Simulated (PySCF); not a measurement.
# C3H8BFS: electronic excitations and core binding energies

What electronic excitations and core binding energies should C3H8BFS (`CSBCCF`) show?

Programs: PySCF 2.14.0, with density-fitted response routines of our own. Each step states its level of theory. These are calculated values for one molecule in the gas phase, unless marked as measured. Atoms are numbered from 0 throughout.

## 1. Starting geometry

14 atoms, charge 0, multiplicity 1; geometry from: GFN2-xTB.

Bonds of the start (Å): C0–S1 1.83, S1–B2 1.75, B2–C3 1.58, C3–C4 1.52, C4–F5 1.38, C0–H6 1.08, C0–H7 1.08, C0–H8 1.08, B2–H9 1.17, C3–H10 1.10, C3–H11 1.10, C4–H12 1.09, C4–H13 1.09.

## 2. Excited states and response: CAM-B3LYP/def2-SVPD

What the job is given:

```
{"job": {"kind": "uv", "xc": "CAM-B3LYP", "basis": "def2-SVPD", "nstates": 8, "ntriplets": 3}, "charge": 0, "multiplicity": 1}
C      2.440955     0.342434     0.308689
S      1.793327    -1.296399     0.798052
B      0.049304    -1.153601     0.682257
C     -0.669431     0.180823     0.229596
C     -2.188090     0.091438     0.227971
F     -2.738956     1.288465    -0.181087
H      2.133839     0.568146    -0.707048
H      3.522337     0.283385     0.365129
H      2.074276     1.098941     0.994382
H     -0.549456    -2.118192     0.961347
H     -0.385608     1.018566     0.875890
H     -0.349501     0.470130    -0.777684
H     -2.583067    -0.104562     1.229367
H     -2.550608    -0.670045    -0.468979
```

Method: TDDFT CAM-B3LYP/def2-SVPD, vertical, gas phase, core orbitals frozen in the response.

The run is started by

```console
OMP_NUM_THREADS=1 python probes_run.py task.json out
```

This one command runs all jobs of the session in turn.

Standard output:

```text
coarse grid: 12016 points
cycle   1  E = -641.5210121131  dE =  5.325e-01  |g| = 4.774e-01  |ddm| = 4.789e+00
cycle   2  E = -641.5213916479  dE = -3.795e-04  |g| = 5.554e-01  |ddm| = 1.123e+00
cycle   3  E = -641.5699239994  dE = -4.853e-02  |g| = 5.696e-02  |ddm| = 4.954e-01
cycle   4  E = -641.5705166299  dE = -5.926e-04  |g| = 2.229e-02  |ddm| = 1.000e-01
cycle   5  E = -641.5706363171  dE = -1.197e-04  |g| = 5.189e-03  |ddm| = 3.587e-02
cycle   6  E = -641.5706434906  dE = -7.174e-06  |g| = 9.998e-04  |ddm| = 9.354e-03
final grid: 111160 points
cycle   7  E = -641.6471863175  dE = -3.263e-05  |g| = 4.149e-03  |ddm| = 6.894e-02
cycle   8  E = -641.6471859707  dE =  3.468e-07  |g| = 4.631e-03  |ddm| = 1.232e-02
cycle   9  E = -641.6471902153  dE = -4.245e-06  |g| = 4.475e-04  |ddm| = 4.444e-03
cycle  10  E = -641.6471902478  dE = -3.247e-08  |g| = 1.804e-04  |ddm| = 5.969e-04
cycle  11  E = -641.6471902549  dE = -7.089e-09  |g| = 3.212e-05  |ddm| = 3.006e-04
cycle  12  E = -641.6471902552  dE = -3.247e-10  |g| = 9.193e-06  |ddm| = 7.345e-05
converged SCF energy = -641.6471902552

Static polarisability (au): isotropic 73.030, principal 57.478 72.010 89.601

Singlet excitations
state   eV       nm        f      main configurations
  1   6.1787    200.7   0.19035   H->L 0.95
  2   6.2027    199.9   0.00088   H-1->L 0.95
  3   6.7624    183.3   0.00198   H->L+1 0.52, H->L+2 0.17, H-2->L 0.13
  4   6.9491    178.4   0.00004   H-2->L 0.67, H->L+1 0.14, H-4->L 0.14
  5   7.3474    168.7   0.06081   H->L+2 0.47, H->L+1 0.24, H->L+5 0.16
  6   7.8851    157.2   0.05258   H-1->L+1 0.84
  7   8.0122    154.7   0.00021   H->L+3 0.72, H->L+5 0.17
  8   8.1971    151.3   0.01017   H-3->L 0.92

Triplet excitations (Tamm-Dancoff, eV): 4.6666 5.7362 6.2969
```

Run time: 58 s. Hardware: 1 thread of Arm Neoverse N1, shared host; peak memory 0.87 GiB.

Frontier orbitals and where they lie:

| orbital | eV | atoms |
| --- | --- | --- |
| HOMO−3 | -10.98 | F5 36 %, C4 24 %, H12 12 % |
| HOMO−2 | -10.92 | B2 21 %, H9 17 %, C3 16 % |
| HOMO−1 | -9.97 | S1 47 %, B2 14 %, C3 13 % |
| HOMO | -9.14 | S1 65 %, B2 15 %, C0 10 % |
| LUMO | 0.12 | B2 44 %, S1 24 %, C3 12 % |
| LUMO+1 | 0.85 | B2 26 %, S1 25 %, C0 11 % |
| LUMO+2 | 1.33 | S1 51 %, B2 20 %, C0 6 % |

With each of the 8 states as a Gaussian band of 0.4 eV half-width at 1/e, the curve within the window shown has maxima at 201 nm (ε 7,700), 165 nm (ε 3,000) L/(mol cm). Beyond the last state computed it falls off for lack of states. The curve at chosen wavelengths:

nm, ε (L/mol/cm) and a bar:
```
      146        442 
      149       1014 ##
      152       1776 #####
      155       2452 ########
      158       2820 ##########
      161       2941 ##########
      164       2992 ##########
      167       2958 ##########
      170       2688 #########
      173       2158 #######
      176       1552 #####
      179       1132 ###
      182       1117 ###
      186       1941 ######
      189       3194 ###########
      192       4781 ##################
      195       6328 ########################
      198       7414 #############################
      201       7749 ##############################
      204       7291 ############################
      207       6229 ########################
      210       4871 ##################
      213       3513 #############
      216       2354 ########
      219       1474 ####
      222        868 ##
```

Further results of this job:

| property | computed |
| --- | --- |
| dipole moment (D) | 1.57 |
| polarisability (Å³) | 10.82 |
| HOMO–LUMO gap (eV) | 9.26 |
| −ε(HOMO) (eV) | 9.14 |

## 3. Core holes by ΔSCF: SCAN, X2C

The job, as its differences from that of step 2:

```diff
@@ -1,2 +1,2 @@
-{"job": {"kind": "uv", "xc": "CAM-B3LYP", "basis": "def2-SVPD", "nstates": 8, "ntriplets": 3}, "charge": 0, "multiplicity": 1}
+{"job": {"kind": "xps"}, "charge": 0, "multiplicity": 1}
 C      2.440955     0.342434     0.308689
```

Level: delta-SCF UKS SCAN, pcX-2 on the ionised atom, pcseg-1 elsewhere, spin-free X2C.

Standard output:

```text
ground state, core basis on atom 0 (C), 159 functions
  cycle   1  E = -642.95273276  |g| = 5.41e-01
  cycle   2  E = -642.90963248  |g| = 7.40e-01
  cycle   3  E = -643.01524010  |g| = 9.86e-02
  cycle   4  E = -643.01712290  |g| = 3.38e-02
  cycle   5  E = -643.01736825  |g| = 9.09e-03
  cycle   6  E = -643.01738501  |g| = 3.34e-03
  cycle   7  E = -643.01738874  |g| = 1.34e-03
  cycle   8  E = -643.01738878  |g| = 2.79e-04
  E(ground) = -643.03503996 Eh
hole in C 1s of atom 0
  cycle   1  E = -631.73174775  |g| = 1.50e+00
  cycle   2  E = -628.89652527  |g| = 2.37e+00
  cycle   3  E = -631.78378859  |g| = 9.98e-01
  cycle   4  E = -632.25692085  |g| = 3.09e-01
  cycle   5  E = -632.28938037  |g| = 1.56e-01
  cycle   6  E = -632.30158914  |g| = 6.67e-02
  cycle   7  E = -632.30382213  |g| = 1.76e-02
  cycle   8  E = -632.30394540  |g| = 7.62e-03
  cycle   9  E = -632.30397805  |g| = 2.44e-03
  cycle  10  E = -632.30398440  |g| = 1.40e-03
  cycle  11  E = -632.30398609  |g| = 4.42e-04
  E(ion) = -632.32284795 Eh   <S^2> = 0.7746   hole on atom = 1.000   binding energy = 291.494 eV
ground state, core basis on atom 1 (S), 170 functions
  cycle   1  E = -643.16560799  |g| = 4.05e-01
  cycle   2  E = -643.16517246  |g| = 5.54e-02
  cycle   3  E = -643.16365351  |g| = 9.06e-02
  cycle   4  E = -643.16606185  |g| = 8.46e-03
  cycle   5  E = -643.16607053  |g| = 5.33e-03
  cycle   6  E = -643.16607853  |g| = 4.90e-04
  E(ground) = -643.16969490 Eh
hole in S 1s of atom 1
  cycle   1  E = -550.91902115  |g| = 5.08e+00
  cycle   2  E = -548.72483582  |g| = 2.79e+00
  cycle   3  E = -535.12985450  |g| = 3.97e+00
  cycle   4  E = -551.88548934  |g| = 8.27e-01
  cycle   5  E = -551.95898898  |g| = 6.73e-01
  cycle   6  E = -552.13463034  |g| = 9.45e-02
  cycle   7  E = -552.13710503  |g| = 5.89e-02
  cycle   8  E = -552.13875347  |g| = 1.79e-02
  cycle   9  E = -552.13892766  |g| = 3.36e-03
  cycle  10  E = -552.13893335  |g| = 1.61e-03
  cycle  11  E = -552.13893265  |g| = 3.20e-04
  E(ion) = -552.13400717 Eh   <S^2> = 0.7515   hole on atom = 1.000   binding energy = 2477.207 eV
hole in S 2p of atom 1
  cycle   1  E = -636.47136884  |g| = 1.52e+00
  cycle   2  E = -634.06165096  |g| = 2.05e+00
  cycle   3  E = -636.36876935  |g| = 1.08e+00
  cycle   4  E = -636.87519769  |g| = 2.46e-01
  cycle   5  E = -636.90718381  |g| = 1.48e-01
  cycle   6  E = -636.91612117  |g| = 4.19e-02
  cycle   7  E = -636.91694372  |g| = 1.14e-02
  cycle   8  E = -636.91700997  |g| = 2.19e-03
  cycle   9  E = -636.91701336  |g| = 1.14e-03
  cycle  10  E = -636.91701570  |g| = 7.81e-04
  cycle  11  E = -636.91701461  |g| = 2.60e-04
  E(ion) = -636.92679127 Eh   <S^2> = 0.7551   hole on atom = 1.001   binding energy = 169.878 eV
  2p3/2 = 169.331 eV   2p1/2 = 170.567 eV
ground state, core basis on atom 2 (B), 159 functions
  cycle   1  E = -643.01032116  |g| = 5.12e-02
  cycle   2  E = -643.01011217  |g| = 3.85e-02
  cycle   3  E = -643.01043864  |g| = 1.98e-02
  cycle   4  E = -643.01054920  |g| = 4.22e-03
  cycle   5  E = -643.01055264  |g| = 7.26e-04
  cycle   6  E = -643.01055357  |g| = 2.76e-04
  E(ground) = -643.02968932 Eh
hole in B 1s of atom 2
  cycle   1  E = -635.38920489  |g| = 1.17e+00
  cycle   2  E = -632.48830763  |g| = 2.36e+00
  cycle   3  E = -635.53985254  |g| = 8.05e-01
  cycle   4  E = -635.71328964  |g| = 4.02e-01
  cycle   5  E = -635.75800124  |g| = 2.93e-01
  cycle   6  E = -635.81400404  |g| = 7.17e-02
  cycle   7  E = -635.81698388  |g| = 2.54e-02
  cycle   8  E = -635.81739593  |g| = 1.17e-02
  cycle   9  E = -635.81757457  |g| = 8.10e-03
  cycle  10  E = -635.81767467  |g| = 5.43e-03
  cycle  11  E = -635.81772641  |g| = 3.38e-03
  cycle  12  E = -635.81774398  |g| = 1.38e-03
  cycle  13  E = -635.81774726  |g| = 3.24e-04
  E(ion) = -635.83830115 Eh   <S^2> = 0.8910   hole on atom = 1.000   binding energy = 195.688 eV
ground state, core basis on atom 3 (C), 159 functions
  cycle   1  E = -643.01704870  |g| = 5.85e-02
  cycle   2  E = -643.01691157  |g| = 2.85e-02
  cycle   3  E = -643.01687914  |g| = 2.95e-02
  cycle   4  E = -643.01714983  |g| = 5.12e-03
  cycle   5  E = -643.01715740  |g| = 5.87e-04
  cycle   6  E = -643.01716011  |g| = 1.97e-04
  E(ground) = -643.03523612 Eh
hole in C 1s of atom 3
  cycle   1  E = -631.77794170  |g| = 1.51e+00
  cycle   2  E = -630.92071669  |g| = 1.92e+00
  cycle   3  E = -632.22375964  |g| = 4.81e-01
  cycle   4  E = -632.25714768  |g| = 3.87e-01
  cycle   5  E = -632.34205672  |g| = 6.72e-02
  cycle   6  E = -632.34384260  |g| = 3.98e-02
  cycle   7  E = -632.34457557  |g| = 8.11e-03
  cycle   8  E = -632.34460076  |g| = 3.44e-03
  cycle   9  E = -632.34460861  |g| = 1.13e-03
  cycle  10  E = -632.34460906  |g| = 6.90e-04
  cycle  11  E = -632.34460949  |g| = 3.40e-04
  E(ion) = -632.36116388 Eh   <S^2> = 0.7670   hole on atom = 1.000   binding energy = 290.456 eV
ground state, core basis on atom 4 (C), 159 functions
  cycle   1  E = -643.02125940  |g| = 5.81e-02
  cycle   2  E = -643.02122561  |g| = 2.13e-02
  cycle   3  E = -643.02121831  |g| = 2.22e-02
  cycle   4  E = -643.02132933  |g| = 3.90e-03
  cycle   5  E = -643.02133609  |g| = 5.97e-04
  cycle   6  E = -643.02133575  |g| = 1.16e-04
  E(ground) = -643.03870913 Eh
hole in C 1s of atom 4
  cycle   1  E = -631.70686316  |g| = 1.50e+00
  cycle   2  E = -628.61096777  |g| = 2.57e+00
  cycle   3  E = -631.70030592  |g| = 1.08e+00
  cycle   4  E = -632.17744606  |g| = 4.63e-01
  cycle   5  E = -632.24160363  |g| = 2.06e-01
  cycle   6  E = -632.25208322  |g| = 9.20e-02
  cycle   7  E = -632.25712119  |g| = 2.70e-02
  cycle   8  E = -632.25758434  |g| = 8.29e-03
  cycle   9  E = -632.25763138  |g| = 2.58e-03
  cycle  10  E = -632.25763609  |g| = 1.95e-03
  cycle  11  E = -632.25763908  |g| = 5.35e-04
  cycle  12  E = -632.25763886  |g| = 1.62e-04
  E(ion) = -632.27559058 Eh   <S^2> = 0.7714   hole on atom = 1.000   binding energy = 292.879 eV
ground state, core basis on atom 5 (F), 159 functions
  cycle   1  E = -643.06326249  |g| = 1.15e-01
  cycle   2  E = -643.06309487  |g| = 4.48e-02
  cycle   3  E = -643.06296705  |g| = 5.53e-02
  cycle   4  E = -643.06337716  |g| = 4.39e-03
  cycle   5  E = -643.06338330  |g| = 4.56e-04
  E(ground) = -643.08302504 Eh
hole in F 1s of atom 5
  cycle   1  E = -616.73428468  |g| = 2.58e+00
  cycle   2  E = -614.94874035  |g| = 2.54e+00
  cycle   3  E = -616.84459251  |g| = 1.12e+00
  cycle   4  E = -617.59137706  |g| = 3.01e-01
  cycle   5  E = -617.60485381  |g| = 1.75e-01
  cycle   6  E = -617.61943941  |g| = 8.46e-02
  cycle   7  E = -617.62379525  |g| = 1.29e-02
  cycle   8  E = -617.62386571  |g| = 6.68e-03
  cycle   9  E = -617.62389127  |g| = 1.36e-03
  cycle  10  E = -617.62389187  |g| = 6.49e-04
  cycle  11  E = -617.62389270  |g| = 1.19e-04
  E(ion) = -617.64968424 Eh   <S^2> = 0.7570   hole on atom = 1.000   binding energy = 692.076 eV
```

Wall time 2.7 min (1 thread of Arm Neoverse N1, shared host); peak memory 0.6 GiB.

The holes in one table. −ε is the ground-state orbital energy:

| hole | stands for | environment | ΔSCF (eV; 2p as the shell's mean) | −ε (eV) | ⟨S²⟩ |
| --- | --- | --- | --- | --- | --- |
| C1s on C0 | C0 | methyl carbon bonded to S | 291.49 | 274.7 | 0.775 |
| S1s on S1 | S1 | sulfur bonded to C, B | 2477.21 | 2415.2 | 0.752 |
| S2p on S1 | S1 | sulfur bonded to C, B | 169.74 | 158.3 | 0.755 |
| B1s on B2 | B2 | boron bonded to C, S, H | 195.69 (doubtful) | 180.4 | 0.891 |
| C1s on C3 | C3 | sp3 CH2 bonded to B | 290.46 | 273.5 | 0.767 |
| C1s on C4 | C4 | sp3 CH2 bonded to F | 292.88 | 275.5 | 0.771 |
| F1s on F5 | F5 | fluorine on an sp3 carbon | 692.08 | 666.1 | 0.757 |

Doubtful: the ion did not converge, its hole moved, or its ⟨S²⟩ is well above 0.75.

With the spin-orbit splitting: S1 2p3/2 169.33, 2p1/2 170.57 eV. The table gives each 2p level as the mean over the whole 2p shell (two parts 2p3/2, one part 2p1/2), which differs a little from the single hole in the log.

## 4. What came out

| quantity | value |
| --- | --- |
| lowest singlet (CAM-B3LYP/def2-SVPD) | 6.18 eV (201 nm), f = 0.190 |
| lowest triplet | 4.67 eV |
| C1s binding energies, SCAN/pcX-2 | C4 292.88, C0 291.49, C3 290.46 eV |
| S1s binding energies, SCAN/pcX-2 | S1 2477.21 eV |
| S2p binding energies, SCAN/pcX-2 | S1 169.74 eV |
| F1s binding energies, SCAN/pcX-2 | F5 692.08 eV |

What this shows: The lowest singlet, at 6.18 eV, is HOMO→LUMO 0.95 and is bright. The lowest triplet lies 1.51 eV below the lowest singlet (triplets in Tamm-Dancoff, singlets in full TDDFT). The C1s levels kept as sound span 2.42 eV, from C3 (sp3 CH2 bonded to B) up to C4 (sp3 CH2 bonded to F).
